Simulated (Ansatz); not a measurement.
# Sc2B2W3: relaxing cell and atoms at 20 GPa

The start is Sc2B2W3, a known structure type filled with other elements, at an estimated volume. Where does it settle when we relax cell and atoms at 20 GPa, and what is it like there?

Method: DFT, r2SCAN, no spin polarisation, plane waves, PAW, in Ansatz 0.2.0.

## (1) The system as given

The structure is orthorhombic, space group Pbam (No. 55). The conventional cell has a = 6.005 Å, b = 8.210 Å, c = 3.814 Å, α = 90.00°, β = 90.00°, γ = 90.00°. Sc (site symmetry m) is surrounded by 4 B at 2.65 to 2.69 Å and 8 W at 2.71 to 3.01 Å. Around W (site symmetry m) lie 3 B at 2.27 to 2.40 Å. W (site symmetry 2/m) has 4 B at 2.32 Å as nearest neighbours. B (site symmetry m) has 5 W at 2.27 to 2.40 Å and 4 Sc at 2.65 to 2.69 Å as nearest neighbours.

Symmetry-reduced, conventional setting; the input below types the cell that was run:

```cif
data_structure
_symmetry_space_group_name_H-M 'Pbam'
_symmetry_Int_Tables_number 55
_cell_length_a 6.0047
_cell_length_b 8.2098
_cell_length_c 3.8139
_cell_angle_alpha 90.000
_cell_angle_beta 90.000
_cell_angle_gamma 90.000
_cell_volume 188.01
loop_
_atom_site_label
_atom_site_type_symbol
_atom_site_symmetry_multiplicity
_atom_site_Wyckoff_symbol
_atom_site_fract_x
_atom_site_fract_y
_atom_site_fract_z
_atom_site_occupancy
Sc1 Sc 4 g 0.39100 0.16984 0.00000 1
W1 W 4 h 0.19141 0.41333 0.50000 1
W2 W 2 a 0.00000 0.00000 0.00000 1
B1 B 4 h 0.07530 0.15010 0.50000 1
```

The first density is read from a saved solution for the starting cell.

## (2) The walk to rest

input.yaml reads:

```yaml
crystal:
  lattice:
    - [6.004711, 0.0, 0.0]
    - [0.0, 8.209849, 0.0]
    - [0.0, 0.0, 3.813854]
  atoms:
    - { symbol: Sc, position: [0.391, 0.16984, 0.0] }
    - { symbol: Sc, position: [0.609, 0.83016, 0.0] }
    - { symbol: Sc, position: [0.891, 0.33016, 0.0] }
    - { symbol: Sc, position: [0.109, 0.66984, 0.0] }
    - { symbol: W, position: [0.19141, 0.41333, 0.5] }
    - { symbol: W, position: [0.80859, 0.58667, 0.5] }
    - { symbol: W, position: [0.69141, 0.08667, 0.5] }
    - { symbol: W, position: [0.30859, 0.91333, 0.5] }
    - { symbol: W, position: [0.0, 0.0, 0.0] }
    - { symbol: W, position: [0.5, 0.5, 0.0] }
    - { symbol: B, position: [0.0753, 0.1501, 0.5] }
    - { symbol: B, position: [0.9247, 0.8499, 0.5] }
    - { symbol: B, position: [0.5753, 0.3499, 0.5] }
    - { symbol: B, position: [0.4247, 0.6501, 0.5] }
  symmetry: { tolerance: 0.0003 }
kpoints:
  mp_grid: { grid: [4, 4, 6], shift: [0, 0, 0] }
magnetization:
  spin_polarized: false
scf:
  occupations: { method: fermi_dirac, width: 0.05 }
  lower_state_search: "off"
hamiltonian:
  pseudopotentials: { kind: paw }
  xc: r2scan
basis:
  ecutwfc: 500
  fft_grid_basis: typed
relax:
  max_steps: 60
  cell: { p_target: 20.0 }
output:
  forces: true
  stress: true
  eigenvalues: true
  bader: true
  populations: true
  elf: true
  write_potential: true
  volumetric_format: npy
  dos:
    e_range: [-12, 8]
    de: 0.05
    projected: { site_lists: { B: [B], Sc: [Sc], W: [W] } }
checkpoint:
  read: saved_state
```

Run with:

```
ansatz run input.yaml --threads 2 --pin off --max-ram 2560MiB --backend cpu --events-out ev --progress --plain --runs-dir out
```

What it wrote:

```text
Warning: RAYON_NUM_THREADS=2 ignored (pool sized by the plan → 2); use --threads N
Engine: ansatz 0.2.0, aarch64-unknown-linux-gnu
Pseudopotentials: kind: paw
Pseudopotential: Sc, paw, valence charge 11, recommended cutoff 500 eV (meta_gga), Sc.paw.azcp
Pseudopotential: W, paw, valence charge 14, recommended cutoff 500 eV (meta_gga), W.paw.azcp
Pseudopotential: B, paw, valence charge 3, recommended cutoff 500 eV (meta_gga), B.paw.azcp
Functional definition: r2SCAN
  parameter k0 = 0.174
  parameter k1 = 0.065
  parameter a1 = 4.9479
  exchange = r2scan_x(k0 = k0, k1 = k1, a1 = a1)
  correlation = r2scan_c
Crystal: 14 atoms, lattice volume = 188.014 Å³
Basis set: ecut = 500 eV, 4749 PW (Γ), exchange–correlation on 180×240×120 points (64 copies of the dense FFT grid, shifted against one another)
Bands: 84, of which v1, the nominal top of the filled ones, is band 70 counted from 1 (69 counted from 0)
Symmetry: 8 space group operations
Space group: Pbam (ITA 55), of the structure as read, at distance tolerance 1.7e-3 Å
k-points: 36 of 96
Non-local potential: Sc, projectors of the file, l = 0: 3, l = 1: 2, l = 2: 3, l = 3: 1
Non-local potential: W, projectors of the file, l = 0: 3, l = 1: 2, l = 2: 2, l = 3: 1
Non-local potential: B, projectors of the file, l = 0: 2, l = 1: 2, l = 2: 1
PAW form: soft (Blöchl's): semilocal exchange-correlation on the pseudo side does not see the compensation charge
PAW frozen core: Sc, regenerated for the run's functional (the file was generated under x = pbe(κ = 0.804, μ = 0.2195149727645171), c = pbe(β = 0.06672455060314922))
PAW frozen core: W, regenerated for the run's functional (the file was generated under x = pbe(κ = 0.804, μ = 0.2195149727645171), c = pbe(β = 0.06672455060314922))
PAW frozen core: B, regenerated for the run's functional (the file was generated under x = pbe(κ = 0.804, μ = 0.2195149727645171), c = pbe(β = 0.06672455060314922))
PAW one-centre angular grid: Sc, 590 points (default); XC on 160 Gauss nodes
PAW one-centre angular grid: W, 590 points (default); XC on 160 Gauss nodes
PAW one-centre angular grid: B, 302 points (default); XC on 160 Gauss nodes
Initial density: read from a saved state, or passed on in memory by an earlier SCF of this step, an earlier step, the calling program or the single point that the run made first
Initial wavefunctions: pseudopotential atomic-orbital guess
Functional: x = r2scan, c = r2scan; τ floored in thin density (d = 2e-4 eV/Å³)
iter 1 solved again at ethr=5.61e-6 eV; its pass at ethr=3.10e-3 eV (dr2=7.86e-3 eV) is discarded
SCF iter   1: F=-71569.872172 eV  HF=-71569.873962 eV  |F-HF|=1.79e-3  |Δ(HF+E_count)|=         —  Δρ=1.92e-3  dr2=7.66e-3  dr2_τ=1.57e-3  ethr=5.61e-6  ⟨swp⟩=2.3  Hψ=18418  notcnv=0
preconditioner: auto → Kerker (q_TF=auto, 2.597 Å⁻¹)  [metal: Δε(μ)=0.032 eV  Ē_g=5.053 eV  σ=0.050 eV  W_gap=0.16  n_scr=60 (ndim 8)  ℏωp=21.0 eV  f_vac=0.000  D(μ)=10.35/eV (n_scr^D=100)]
SCF iter   2: F=-71569.875633 eV  HF=-71569.875561 eV  |F-HF|=7.23e-5  |Δ(HF+E_count)|=   1.60e-3  Δρ=1.05e-3  dr2=1.72e-3  dr2_τ=4.03e-4  ethr=5.47e-6  ⟨swp⟩=2.0  Hψ=3908  notcnv=0
SCF iter   3: F=-71569.875855 eV  HF=-71569.875995 eV  |F-HF|=1.41e-4  |Δ(HF+E_count)|=   4.35e-4  Δρ=5.58e-4  dr2=6.44e-4  dr2_τ=5.84e-5  ethr=1.23e-6  ⟨swp⟩=2.0  Hψ=3919  notcnv=0
SCF iter   4: F=-71569.876018 eV  HF=-71569.876054 eV  |F-HF|=3.59e-5  |Δ(HF+E_count)|=   5.89e-5  Δρ=1.27e-4  dr2=5.75e-5  dr2_τ=1.01e-5  ethr=4.60e-7  ⟨swp⟩=2.0  Hψ=4152  notcnv=0
SCF iter   5: F=-71569.876105 eV  HF=-71569.876104 eV  |F-HF|=7.60e-7  |Δ(HF+E_count)|=   4.97e-5  Δρ=4.83e-5  dr2=3.47e-6  dr2_τ=8.27e-7  ethr=4.11e-8  ⟨swp⟩=2.0  Hψ=4052  notcnv=0
SCF iter   6: F=-71569.876105 eV  HF=-71569.876105 eV  |F-HF|=4.00e-8  |Δ(HF+E_count)|=   1.73e-6  Δρ=1.12e-5  dr2=2.59e-7  dr2_τ=2.27e-8  ethr=2.48e-9  ⟨swp⟩=2.0  Hψ=4527  notcnv=0
SCF iter   7: F=-71569.876106 eV  HF=-71569.876106 eV  |F-HF|=6.27e-9  |Δ(HF+E_count)|=   7.14e-8  Δρ=2.93e-6  dr2=1.71e-8  dr2_τ=1.52e-9  ethr=7.14e-11  ⟨swp⟩=10.1  Hψ=18904  notcnv=0
SCF 1 converged in 7 iterations: F = -71569.876106 eV  dr2 = 1.71e-8
relax step   1: F+E_penalty+E_count = -71569.87610556 eV  Δ(F+E_penalty+E_count) = +0.000e0 eV  max|allowed force component| = 1.682e0 eV/Å  Δτ_max = 0.0000 Å  P = +16.080 GPa  Ω = 188.014 Å³  (7 SCF iters, dr2 threshold 1.00e-7 eV, accepted)
Crystal: 14 atoms, lattice volume = 182.362 Å³
Basis set: ecut = 500 eV, 4651 PW (Γ), exchange–correlation on 180×240×120 points (64 copies of the dense FFT grid, shifted against one another)
Initial density: handed on by an earlier stage of this run
Initial wavefunctions: those handed on with the density
iter 1 solved again at ethr=1.52e-3 eV; its pass at ethr=3.10e-3 eV (dr2=2.13e0 eV) is discarded
SCF iter   1: F=-71570.161690 eV  HF=-71569.621230 eV  |F-HF|=5.40e-1  |Δ(HF+E_count)|=         —  Δρ=2.13e-2  dr2=2.13e0  dr2_τ=7.53e0  ethr=1.52e-3  ⟨swp⟩=1.6  Hψ=16196  notcnv=0
preconditioner: auto → Kerker (q_TF=auto, 2.611 Å⁻¹)  [metal: Δε(μ)=0.017 eV  Ē_g=5.371 eV  σ=0.050 eV  W_gap=0.08  n_scr=60 (ndim 8)  ℏωp=21.3 eV  f_vac=0.000  D(μ)=7.30/eV (n_scr^D=60)]
SCF iter   2: F=-71571.302965 eV  HF=-71571.643674 eV  |F-HF|=3.41e-1  |Δ(HF+E_count)|=    2.02e0  Δρ=1.18e-2  dr2=5.30e-1  dr2_τ=2.44e-2  ethr=1.52e-3  ⟨swp⟩=2.2  Hψ=4805  notcnv=0
SCF iter   3: F=-71571.491100 eV  HF=-71571.579613 eV  |F-HF|=8.85e-2  |Δ(HF+E_count)|=   6.41e-2  Δρ=4.96e-3  dr2=1.19e-1  dr2_τ=1.79e-2  ethr=3.78e-4  ⟨swp⟩=2.1  Hψ=4733  notcnv=0  defer=51
SCF iter   4: F=-71571.562464 eV  HF=-71571.565398 eV  |F-HF|=2.93e-3  |Δ(HF+E_count)|=   1.42e-2  Δρ=1.48e-3  dr2=6.94e-3  dr2_τ=1.04e-3  ethr=8.48e-5  ⟨swp⟩=2.0  Hψ=4472  notcnv=0  defer=118
SCF iter   5: F=-71571.564437 eV  HF=-71571.564608 eV  |F-HF|=1.71e-4  |Δ(HF+E_count)|=   7.90e-4  Δρ=6.14e-4  dr2=9.19e-4  dr2_τ=8.62e-5  ethr=4.96e-6  ⟨swp⟩=2.0  Hψ=4092  notcnv=0  defer=118
SCF iter   6: F=-71571.564737 eV  HF=-71571.564746 eV  |F-HF|=9.12e-6  |Δ(HF+E_count)|=   1.38e-4  Δρ=2.05e-4  dr2=9.96e-5  dr2_τ=8.74e-6  ethr=6.57e-7  ⟨swp⟩=2.0  Hψ=3893  notcnv=0  defer=118
SCF iter   7: F=-71571.564772 eV  HF=-71571.564770 eV  |F-HF|=1.94e-6  |Δ(HF+E_count)|=   2.34e-5  Δρ=5.28e-5  dr2=5.19e-6  dr2_τ=6.24e-7  ethr=7.12e-8  ⟨swp⟩=2.0  Hψ=3968  notcnv=0  defer=118
SCF iter   8: F=-71571.564773 eV  HF=-71571.564773 eV  |F-HF|=1.08e-7  |Δ(HF+E_count)|=   3.18e-6  Δρ=1.53e-5  dr2=3.89e-7  dr2_τ=4.17e-8  ethr=1.00e-9  ⟨swp⟩=15.8  Hψ=24699  notcnv=0
SCF 2 converged in 8 iterations: F = -71571.564773 eV  dr2 = 3.89e-7
relax step   2: F+E_penalty+E_count = -71571.56477288 eV  Δ(F+E_penalty+E_count) = -1.689e0 eV  max|allowed force component| = 8.443e-1 eV/Å  Δτ_max = 0.1060 Å  P = +23.178 GPa  Ω = 182.362 Å³  energy of the carried Pulay correction = +3.286e-3 eV  (8 SCF iters, dr2 threshold 1.40e-6 eV, accepted)
Crystal: 14 atoms, lattice volume = 181.993 Å³
Basis set: ecut = 500 eV, 4625 PW (Γ), exchange–correlation on 180×240×120 points (64 copies of the dense FFT grid, shifted against one another)
iter 1 solved again at ethr=5.44e-4 eV; its pass at ethr=3.10e-3 eV (dr2=7.62e-1 eV) is discarded
SCF iter   1: F=-71572.110496 eV  HF=-71571.388885 eV  |F-HF|=7.22e-1  |Δ(HF+E_count)|=         —  Δρ=1.40e-2  dr2=7.54e-1  dr2_τ=3.75e0  ethr=5.44e-4  ⟨swp⟩=2.5  Hψ=16179  notcnv=0
preconditioner: auto → Kerker (q_TF=auto, 2.612 Å⁻¹)  [metal: Δε(μ)=0.009 eV  Ē_g=5.515 eV  σ=0.050 eV  W_gap=0.04  n_scr=60 (ndim 8)  ℏωp=21.3 eV  f_vac=0.000  D(μ)=5.79/eV (n_scr^D=48)]
SCF iter   2: F=-71572.536371 eV  HF=-71572.654125 eV  |F-HF|=1.18e-1  |Δ(HF+E_count)|=    1.27e0  Δρ=8.45e-3  dr2=2.17e-1  dr2_τ=1.03e-2  ethr=5.38e-4  ⟨swp⟩=3.1  Hψ=5269  notcnv=0
SCF iter   3: F=-71572.619459 eV  HF=-71572.637418 eV  |F-HF|=1.80e-2  |Δ(HF+E_count)|=   1.67e-2  Δρ=2.93e-3  dr2=3.10e-2  dr2_τ=3.78e-3  ethr=1.55e-4  ⟨swp⟩=2.0  Hψ=4678  notcnv=0
SCF iter   4: F=-71572.634064 eV  HF=-71572.634579 eV  |F-HF|=5.14e-4  |Δ(HF+E_count)|=   2.84e-3  Δρ=7.57e-4  dr2=1.29e-3  dr2_τ=4.09e-4  ethr=2.21e-5  ⟨swp⟩=2.0  Hψ=4229  notcnv=0
SCF iter   5: F=-71572.634667 eV  HF=-71572.634696 eV  |F-HF|=2.89e-5  |Δ(HF+E_count)|=   1.17e-4  Δρ=4.22e-4  dr2=3.24e-4  dr2_τ=2.67e-5  ethr=9.23e-7  ⟨swp⟩=2.0  Hψ=4040  notcnv=0  defer=1
SCF iter   6: F=-71572.634746 eV  HF=-71572.634759 eV  |F-HF|=1.30e-5  |Δ(HF+E_count)|=   6.26e-5  Δρ=1.01e-4  dr2=3.57e-5  dr2_τ=4.18e-6  ethr=2.31e-7  ⟨swp⟩=2.0  Hψ=4034  notcnv=0  defer=1
SCF iter   7: F=-71572.634764 eV  HF=-71572.634763 eV  |F-HF|=6.01e-7  |Δ(HF+E_count)|=   4.35e-6  Δρ=3.08e-5  dr2=1.76e-6  dr2_τ=1.43e-7  ethr=2.55e-8  ⟨swp⟩=2.0  Hψ=4046  notcnv=0  defer=1
SCF iter   8: F=-71572.634764 eV  HF=-71572.634764 eV  |F-HF|=4.25e-8  |Δ(HF+E_count)|=   1.14e-6  Δρ=6.29e-6  dr2=5.46e-8  dr2_τ=4.82e-9  ethr=1.00e-9  ⟨swp⟩=13.1  Hψ=23354  notcnv=0
the search or the solves at the SCF's close seem to have found levels that the self-consistency loop had missed (the run counts 1). By its estimate they hold under 1e-12 electrons; where the run keeps them, the occupations were computed again with them
SCF 3 converged in 8 iterations: F = -71572.634764 eV  dr2 = 5.46e-8
relax step   3: F+E_penalty+E_count = -71572.63476444 eV  Δ(F+E_penalty+E_count) = -1.070e0 eV  max|allowed force component| = 5.538e-1 eV/Å  Δτ_max = 0.1079 Å  P = +23.163 GPa  Ω = 181.993 Å³  energy of the carried Pulay correction = +3.504e-3 eV  (8 SCF iters, dr2 threshold 1.40e-6 eV, accepted)
[... from here on, the SCF cycles and remarks between the steps are left out ...]
relax step   4: F+E_penalty+E_count = -71573.20095705 eV  Δ(F+E_penalty+E_count) = -5.662e-1 eV  max|allowed force component| = 3.499e-1 eV/Å  Δτ_max = 0.0302 Å  P = +18.132 GPa  Ω = 184.962 Å³  energy of the carried Pulay correction = +1.762e-3 eV  (7 SCF iters, dr2 threshold 1.40e-6 eV, accepted)
relax step   5: F+E_penalty+E_count = -71572.93429067 eV  Δ(F+E_penalty+E_count) = +2.667e-1 eV  max|allowed force component| = 2.813e-1 eV/Å  Δτ_max = 0.0301 Å  P = +22.240 GPa  Ω = 182.149 Å³  energy of the carried Pulay correction = +3.412e-3 eV  (7 SCF iters, dr2 threshold 1.40e-6 eV, accepted)
relax step   6: F+E_penalty+E_count = -71573.11328140 eV  Δ(F+E_penalty+E_count) = -1.790e-1 eV  max|allowed force component| = 3.614e-2 eV/Å  Δτ_max = 0.0184 Å  P = +19.855 GPa  Ω = 183.385 Å³  energy of the carried Pulay correction = +2.684e-3 eV  (7 SCF iters, dr2 threshold 1.40e-6 eV, accepted)
relax step   7: F+E_penalty+E_count = -71573.11139845 eV  Δ(F+E_penalty+E_count) = +1.883e-3 eV  max|allowed force component| = 2.783e-2 eV/Å  Δτ_max = 0.0091 Å  P = +19.851 GPa  Ω = 183.362 Å³  energy of the carried Pulay correction = +2.697e-3 eV  (6 SCF iters, dr2 threshold 1.83e-7 eV, accepted)
relax step   8: F+E_penalty+E_count = -71573.09812630 eV  Δ(F+E_penalty+E_count) = +1.327e-2 eV  max|allowed force component| = 4.247e-3 eV/Å  Δτ_max = 0.0037 Å  P = +19.983 GPa  Ω = 183.252 Å³  energy of the carried Pulay correction = +2.762e-3 eV  (6 SCF iters, dr2 threshold 7.83e-8 eV, accepted)
relax step   9: F+E_penalty+E_count = -71573.09209606 eV  Δ(F+E_penalty+E_count) = +6.030e-3 eV  max|allowed force component| = 4.954e-3 eV/Å  Δτ_max = 0.0009 Å  P = +20.050 GPa  Ω = 183.203 Å³  energy of the carried Pulay correction = +2.791e-3 eV  (6 SCF iters, dr2 threshold 1.63e-8 eV, accepted)
relax step  10: F+E_penalty+E_count = -71573.09660433 eV  Δ(F+E_penalty+E_count) = -4.508e-3 eV  max|allowed force component| = 8.384e-4 eV/Å  Δτ_max = 0.0009 Å  P = +20.003 GPa  Ω = 183.239 Å³  energy of the carried Pulay correction = +2.770e-3 eV  (5 SCF iters, dr2 threshold 2.78e-8 eV, accepted)
```

(Part 1 of 2 ends here.)
